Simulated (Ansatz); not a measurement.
# Rh: the cost of one run

Program: Ansatz 0.2.0. Level of theory: DFT PBEsol, scalar-relativistic, plane waves, PAW. These are calculated values, not measurements.

**1. The structure to begin with**

It takes space group P6_3/mmc (No. 194, hexagonal). The conventional cell has a = 2.731 Å, b = 2.731 Å, c = 4.428 Å, α = 90.00°, β = 90.00°, γ = 120.00°. Rh (site symmetry -6m2) is surrounded by 12 Rh at 2.72 to 2.73 Å.

Structure file:

```cif
data_structure
_symmetry_space_group_name_H-M 'P 1'
_symmetry_Int_Tables_number 1
_cell_length_a 2.7310
_cell_length_b 2.7310
_cell_length_c 4.4285
_cell_angle_alpha 90.000
_cell_angle_beta 90.000
_cell_angle_gamma 120.000
_cell_volume 28.60
loop_
_atom_site_label
_atom_site_type_symbol
_atom_site_fract_x
_atom_site_fract_y
_atom_site_fract_z
_atom_site_occupancy
Rh1 Rh 0.66667 0.33333 0.75000 1
Rh2 Rh 0.33333 0.66667 0.25000 1
```

It goes back to an entry of the Materials Project, which need not be the stable form.

No relaxation comes first: the listed cell is the starting point.

**2. The reference cell**

Reference values: F = -12677.3612 eV; pressure -13.67 GPa; largest force 0.000 eV/Å; gap on the mesh none (metal). It was computed beforehand with the settings of the runs below.

**3. The scan: an axial (c/a) deformation path**

At fixed volume and fractional coordinates, lengths along (0.000, 0.000, 1.000) are scaled against those across it; ρ is that ratio over its starting value.

**4. ρ = 0.850**

The input, input.yaml:

```yaml
crystal:
  lattice:
    - [2.8830049769, 0.0, 0.0]
    - [-1.4415024884, 2.4967555492, 0.0]
    - [0.0, 0.0, 3.9737589652]
  atoms:
    - { symbol: Rh, position: [0.6666666667, 0.3333333333, 0.75] }
    - { symbol: Rh, position: [0.3333333333, 0.6666666667, 0.25] }
basis:
  ecutwfc: 420
kpoints:
  mp_grid: { grid: [24, 24, 12] }
hamiltonian:
  xc: pbesol
scf:
  occupations: { method: gaussian, width: 0.15 }
output:
  forces: true
  stress: true
  eigenvalues: true
  write_density: true
  write_potential: true
  elf: true
  volumetric_format: npy
```

Launch:

```
> ansatz run input.yaml --threads 1 --pin off --max-ram 2560MiB --backend cpu --events-out ev --progress --plain --runs-dir out
```

What time and memory should one allow on 1 thread of Arm Neoverse V1, shared host?

About 16 s, with a peak of 0.44 GiB.
